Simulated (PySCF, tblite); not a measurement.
**C₅H₁₄P₂S: infrared bands and NMR shifts**

Aim: predict the infrared bands and NMR shifts of C₅H₁₄P₂S (`CC(C)(C)[P@](C)(P)=S`).

Computed with tblite 0.8.0 and PySCF 2.14.0, with density-fitted response routines of our own, on a single molecule in the gas phase. Atoms count from 0, in the outputs and in this text.

## (1) The molecule as given

22 atoms, charge 0, multiplicity 1; geometry from: GFN2-xTB.

Bonds of the start (Å): C0–C1 1.52, C1–C2 1.52, C1–C3 1.52, C1–P4 1.88, P4–C5 1.84, P4–P6 2.21, P4–S7 1.95, C0–H8 1.09, C0–H9 1.09, C0–H10 1.09, C2–H11 1.09, C2–H12 1.09, C2–H13 1.09, C3–H14 1.09, C3–H15 1.09, C3–H16 1.09, C5–H17 1.09, C5–H18 1.09, C5–H19 1.09, P6–H20 1.39, P6–H21 1.39.

## (2) Infrared spectrum with GFN2-xTB

The job: settings as JSON, then the geometry in Å.

```
{"job": {"kind": "ir", "xc": "GFN2-xTB", "basis": "xTB"}, "charge": 0, "multiplicity": 1}
C      1.296816    -1.296778     0.748674
C      0.768459     0.015001     0.178038
C      0.556827     1.037812     1.285046
C      1.705095     0.542402    -0.901500
P     -0.872254    -0.421051    -0.638324
C     -1.706686     1.183554    -0.993171
P     -2.079253    -1.213037     1.028867
S     -0.726041    -1.557189    -2.214233
H      0.635837    -1.661417     1.538755
H      2.291738    -1.160237     1.169196
H      1.353597    -2.051566    -0.036481
H      1.476795     1.155730     1.855642
H      0.284186     2.008909     0.877484
H     -0.226705     0.708512     1.969278
H      1.352261     1.493502    -1.298342
H      2.703526     0.691170    -0.493351
H      1.769312    -0.170936    -1.722624
H     -2.600044     0.957107    -1.576196
H     -1.985836     1.694944    -0.073814
H     -1.049609     1.808637    -1.596163
H     -3.201239    -1.224608     0.203810
H     -1.757193    -2.521075     0.688556
```

**Question.** This job is followed by: GIAO PBE0/pcSseg-1 NMR shielding, non-relativistic, gas phase. What will the session give for the following? strongest single infrared mode (GFN2-xTB); zero-point energy (GFN2-xTB); 13C shifts against TMS (PBE0/pcSseg-1, means over atoms taken as alike); 1H shifts against TMS (PBE0/pcSseg-1, means over atoms taken as alike); 31P shifts against H3PO4 (PBE0/pcSseg-1); 33S shifts against CS2 (PBE0/pcSseg-1).

As calculated:

```
                                                               quantity                 value
                              strongest single infrared mode (GFN2-xTB)  858 cm⁻¹, 110 km/mol
                                           zero-point energy (GFN2-xTB)        111.1 kcal/mol
13C shifts against TMS (PBE0/pcSseg-1, means over atoms taken as alike)  40.3, 25.1, 22.8 ppm
 1H shifts against TMS (PBE0/pcSseg-1, means over atoms taken as alike)  2.79, 1.60, 1.24 ppm
                               31P shifts against H3PO4 (PBE0/pcSseg-1)      46.6, -138.4 ppm
                                 33S shifts against CS2 (PBE0/pcSseg-1)              -152 ppm
```

What this shows: No mode is imaginary among the 60: a minimum at this level. The strongest single mode, at 858 cm⁻¹, is spread over several atoms, H18, H17, P4, C5 among them. Unscaled tight-binding wavenumbers are off by several per cent, some by more. Its intensities can rank the bands wrongly.
